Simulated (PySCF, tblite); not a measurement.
# C₇H₁₅NSi: geometry, infrared bands and NMR shifts

Aim: predict the infrared bands and NMR shifts of C₇H₁₅NSi (`[H]/N=C/[C@H](CCC)[C@@H]1C[SiH2]1`).

Computed with tblite 0.8.0 and PySCF 2.14.0, with density-fitted response routines of our own, on a single molecule in the gas phase. Atoms count from 0, in the outputs and in this text.

## 1. Starting geometry

24 atoms, charge 0, multiplicity 1; geometry from: force field or distance geometry start.

Bonds of the start (Å): C0–C1 1.51, C1–C2 1.48, C2–C3 1.55, C3–C4 1.49, C4–N5 1.29, C3–C6 1.49, C6–C7 1.52, C7–Si8 1.89, Si8–C6 1.81, C0–H9 1.10, C0–H10 1.12, C0–H11 1.10, C1–H12 1.10, C1–H13 1.14, C2–H14 1.12, C2–H15 1.11, C3–H16 1.10, C4–H17 1.11, N5–H18 1.02, C6–H19 1.13, C7–H20 1.11, C7–H21 1.10, Si8–H22 1.50, Si8–H23 1.45.

## 2. Optimising the geometry with GFN2-xTB

What the job is given:

```
{"job": {"kind": "relax", "xc": "GFN2-xTB", "basis": "xTB"}, "charge": 0, "multiplicity": 1}
C      2.925500    -0.214200    -0.671400
C      1.918300    -0.984100     0.151300
C      0.815900    -0.168100     0.698800
C     -0.039400     0.518600    -0.401400
C     -0.585400    -0.618600    -1.199000
N     -0.834100    -1.768200    -0.657300
C     -1.069900     1.277600     0.368700
C     -1.941900     0.412500     1.258400
Si    -2.821900     1.424800    -0.069200
H      3.915000    -0.652200    -0.460000
H      2.923100     0.872000    -0.380700
H      2.636000    -0.360800    -1.720600
H      1.527700    -1.866700    -0.366900
H      2.500500    -1.356800     1.056900
H      0.105000    -0.845800     1.232800
H      1.091200     0.643200     1.402300
H      0.645800     1.146300    -0.992300
H     -0.789100    -0.501300    -2.281000
H     -1.204700    -2.502700    -1.260700
H     -0.632700     2.209000     0.845400
H     -1.988400     0.762100     2.306400
H     -2.057700    -0.666100     1.064900
H     -3.582600     2.554100     0.569200
H     -3.467900     0.705400    -1.153300
```

On the command line:

```sh
> OMP_NUM_THREADS=1 python probes_run.py task.json out
```

This one command runs all jobs of the session in turn.

**Question.** This job is followed by: GFN2-xTB harmonic vibrations, gas phase; GIAO PBE0/pcSseg-1 NMR shielding, non-relativistic, gas phase. What will the session give for the following? strongest single infrared mode (GFN2-xTB); zero-point energy (GFN2-xTB); 13C shifts against TMS (PBE0/pcSseg-1); 1H shifts against TMS (PBE0/pcSseg-1, means over atoms taken as alike); 15N shifts against NH3 (PBE0/pcSseg-1); 29Si shifts against TMS (PBE0/pcSseg-1).

**Answer**, as computed:

| quantity | value |
| --- | --- |
| strongest single infrared mode (GFN2-xTB) | 2358 cm⁻¹, 438 km/mol |
| zero-point energy (GFN2-xTB) | 126.7 kcal/mol |
| 13C shifts against TMS (PBE0/pcSseg-1) | 177.7, 43.6, 37.2, 22.0, 14.7, 12.2, -6.4 ppm |
| 1H shifts against TMS (PBE0/pcSseg-1, means over atoms taken as alike) | 10.82, 8.18, 3.11, 2.71, 2.51, 2.39, 1.94, 1.38, 1.19, 1.06, 0.91, 0.89, 0.57 ppm |
| 15N shifts against NH3 (PBE0/pcSseg-1) | 360.6 ppm |
| 29Si shifts against TMS (PBE0/pcSseg-1) | -152.2 ppm |

The optimisation took 104 steps and gained 0.955 eV; among the close pairs (by a distance rule), C6–Si8 changed most, from 1.812 to 1.891 Å. No mode is imaginary among the 66: a minimum at this level. GFN2-xTB is a fitted tight-binding method: band positions and strengths are rough. Its intensities can rank the bands wrongly. At PBE0/pcSseg-1: The widest tensor belongs to N5: span 667 ppm, with a paramagnetic part of -415 ppm.
